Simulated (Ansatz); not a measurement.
Working through a relaxation of cell and ions of Ti, space group Fm-3m

With Ansatz 0.2.0 through its Python package.

Run as a notebook:

**Cell 1**
```python
from collections import defaultdict
from dataclasses import dataclass
import json
import warnings

import ansatz as az
from ase import Atoms
from ase.data import atomic_numbers
import matplotlib.pyplot as plt
import numpy as np
import spglib
```

**Cell 2**
```python
@dataclass
class RunConfig:
    functional: str = "pbesol"
    cutoff_ev: int = 470
    smearing: str = "fermi_dirac"
    sigma: float = 0.1
    scf_tol: float = 1e-07
    fmax: float = 0.03
```

**Cell 3**
```python
settings = RunConfig()
```

**Cell 4**
```python
def edges_and_angles(cell):
    cell = np.asarray(cell)
    a, b, c = np.linalg.norm(cell, axis=1)
    cosines = cell[1] @ cell[2] / (b * c), cell[0] @ cell[2] / (a * c), cell[0] @ cell[1] / (a * b)
    return (a, b, c, *np.degrees(np.arccos(cosines)))
```

**Cell 5**
```python
warnings.simplefilter("ignore", az.DeckWarning)
```

**Cell 6**
```python
atoms = Atoms(
    ["Ti"],
    scaled_positions=[
        (0.0, 0.0, 0.0),
    ],
    cell=[
        (0.0, 2.03, 2.03),
        (2.03, 0.0, 2.03),
        (2.03, 2.03, 0.0),
    ],
    pbc=True,
)
cell = az.Crystal.from_ase(atoms)
```

**Cell 7**
```python
[site.symbol for site in cell.resolved().sites]
```
Output:
```text
['Ti']
```

**Cell 8**
```python
# part of the cell is held
setup = (
    cell.calculation()
    .functional(settings.functional)
    .pseudopotentials("paw")
    .basis(settings.cutoff_ev)
    .kpoints(9)
    .occupations(settings.smearing, width=settings.sigma)
    .scf(tolerance=settings.scf_tol)
    .relax(force_tolerance=settings.fmax, fix_cell=["c/a", "angles"], stress_tolerance=0.05)
    .density_of_states(energy_step=0.05, method="smearing", broadening_width=0.2, projected=True)
)
outcome = setup.run(threads=1, pin="off", events_out="ti.ndjson")
with open("ti.ndjson") as stream:
    events = [json.loads(line) for line in stream]
steps = [e["data"] for e in events if e["event"] == "relax_step"]
summary = outcome.report
```

**Cell 9**
```python
summary["n_electrons"]
```
Output:
```text
12.0
```

**Cell 10**
```python
summary["converged"], summary["free_energy_ev"]
```
Output:
```text
(True, -2473.866814888669)
```

**Cell 11**
```python
print("step   energy (eV)     max comp. (eV/A)   P (GPa)  SCF")
for s in steps:
    print(f"{s['step']:4d} {s['lagrangian_ev']:15.5f} {s['allowed_force_max_ev_ang']:12.4f} {s['pressure_gpa']:10.3f} {s['n_scf']:5d}")
```
Output:
```text
step   energy (eV)     max comp. (eV/A)   P (GPa)  SCF
   1     -2473.86681       0.0000      0.073     6
   2     -2473.86681       0.0000     -0.055     2
   3     -2473.86681       0.0000     -0.000     2
   4     -2473.86681       0.0000      0.000     2
```

**Cell 12**
```python
first, last = steps[0], steps[-1]
symbols = [site.symbol for site in outcome.lattice.sites]
print(f"energy gained {first['lagrangian_ev'] - last['lagrangian_ev']:.4f} eV in {len(steps) - 1} steps")
for label, vectors in (("before", first["cell_ang"]), ("after", outcome.lattice.cell_ang)):
    print(label, "a b c (A) {:.4f} {:.4f} {:.4f}  angles {:.2f} {:.2f} {:.2f}".format(*edges_and_angles(vectors)), f" V = {abs(np.linalg.det(vectors)):.3f} A^3")
print("final stress xx yy zz (GPa, compression positive):", np.round(np.diag(summary["stress_gpa"]), 3) + 0.0)
```
Output:
```text
energy gained 0.0000 eV in 3 steps
before a b c (A) 2.8709 2.8709 2.8709  angles 60.00 60.00 60.00  V = 16.731 A^3
after a b c (A) 2.8715 2.8715 2.8715  angles 60.00 60.00 60.00  V = 16.741 A^3
final stress xx yy zz (GPa, compression positive): [0. 0. 0.]
```

**Cell 13**
```python
print("relaxed fractional positions")
for site in outcome.lattice.sites:
    print(f"  {site.symbol:2s}", " ".join(f"{v % 1:8.5f}" for v in np.round(site.position_frac, 5)))
```
Output:
```text
relaxed fractional positions
  Ti  0.00000  0.00000  0.00000
```

**Cell 14**
```python
fractions = [site.position_frac for site in outcome.lattice.sites]
numbers = [atomic_numbers[s] for s in symbols]
for tolerance in (1e-3, 1e-2, 1e-1):
    print(f"space group at {tolerance} A:", spglib.get_spacegroup((outcome.lattice.cell_ang, fractions, numbers), symprec=tolerance))
```
Output:
```text
space group at 0.001 A: Fm-3m (225)
space group at 0.01 A: Fm-3m (225)
space group at 0.1 A: Fm-3m (225)
```

**Cell 15**
```python
fig, (top, bottom) = plt.subplots(2, 1, sharex=True, figsize=(4.5, 4))
top.plot([s["lagrangian_ev"] - last["lagrangian_ev"] for s in steps], "o-")
top.set_ylabel("E - E(final) (eV)")
bottom.semilogy([max(s["allowed_force_max_ev_ang"], 1e-6) for s in steps], "s-")
bottom.set(xlabel="step", ylabel="largest force (eV/A)")
fig.tight_layout()
fig.savefig("relax.png", dpi=100)
```

**Cell 16**
```python
energy = summary["free_energy_ev"]
print("Ti: {:.6f} eV = {:.6f} Ry = {:.6f} Ha".format(energy, energy / 13.605693, energy / 27.211386))
print("Fermi level {:.4f} eV, {} k-points, {} symmetry operations".format(summary["fermi_energy_ev"], summary["n_kpoints"], summary["n_symmetry_ops"]))
```
Output:
```text
Ti: -2473.866815 eV = -181.825859 Ry = -90.912929 Ha
Fermi level 13.7309 eV, 205 k-points, 4 symmetry operations
```

**Cell 17**
```python
dos = outcome.density_of_states()
energy = np.asarray(dos.energies_ev) - dos.fermi_ev
projected = outcome.projected_density_of_states()
by_shell = defaultdict(float)
for site in projected.sites:
    for shell in site.shells:
        for part in shell.curves:
            by_shell[f"{site.species} {'spdf'[shell.l]}"] += np.sum(part.g_bin_mean_per_ev, axis=0)
print("E - E_F  " + " ".join(f"{name:>7s}" for name in by_shell))
for e in np.arange(-5, 5 + 0.1, 1.0):
    print(f"{e:7.1f}  " + " ".join(f"{np.interp(e, energy, curve):7.3f}" for curve in by_shell.values()))
```
Output:
```text
E - E_F     Ti s    Ti p    Ti d
   -5.0    0.111   0.002   0.002
   -4.0    0.199   0.007   0.023
   -3.0    0.090   0.003   0.071
   -2.0    0.141   0.007   0.745
   -1.0    0.036   0.010   1.323
    0.0    0.103   0.012   1.463
    1.0    0.038   0.002   1.620
    2.0    0.019   0.002   1.604
    3.0    0.024   0.001   1.697
    4.0    0.104   0.000   1.306
    5.0    0.029   0.000   0.055
```

**Cell 18**
```python
spg_cell = (outcome.lattice.cell_ang, [s.position_frac for s in outcome.lattice.sites], [atomic_numbers[s.symbol] for s in outcome.lattice.sites])
# the group found depends on the tolerance
found = spglib.get_symmetry_dataset(spg_cell, symprec=1e-3)
print(found.international, found.number, "point group", found.pointgroup)
for site, letter, group in zip(outcome.lattice.sites, found.wyckoffs, found.site_symmetry_symbols):
    print(f"  {site.symbol:2s} Wyckoff {letter}  site symmetry {group}")
```
Output:
```text
Fm-3m 225 point group m-3m
  Ti Wyckoff a  site symmetry m-3m
```

Caveats:
- Absolute energies stand on the zero of these potentials, so only differences at equal settings mean something. A total without «per atom» is that of the cell as typed.
- For a metal this k-point mesh is coarse: on a finer one energies can move by several to tens of meV an atom and pressures by half a GPa or more, differences at one mesh by less.
- An absolute Fermi energy rests on an arbitrary zero of the periodic potential and has no direct meaning.
- Projections exist only for the shells that the potentials hold, some of them semicore, and samples at single energies can miss narrow peaks.
- Energies along a relaxation are free energies. Rows at an unchanged volume are solved on a plane-wave basis chosen afresh for that cell, so the energy jumps there and such rows are no steps of the walk.
- The program warned that this SCF threshold is loose for forces or stresses.
- Edges and angles are those of the cell as typed, here a primitive one, not of the conventional cell.
- This isn't the structure that Ti takes at ambient conditions.
- The computed bands are complete only to about 2.5 eV above the Fermi level; beyond that the density of states is undercounted.
- The script silences the warnings on its input, which a real study should read.
- Hardware and time: 10 s on 1 thread of Arm Neoverse V1 (shared host), peak memory 0.44 GiB.

(Lines on the test bed's own set-up are left out of the output.)
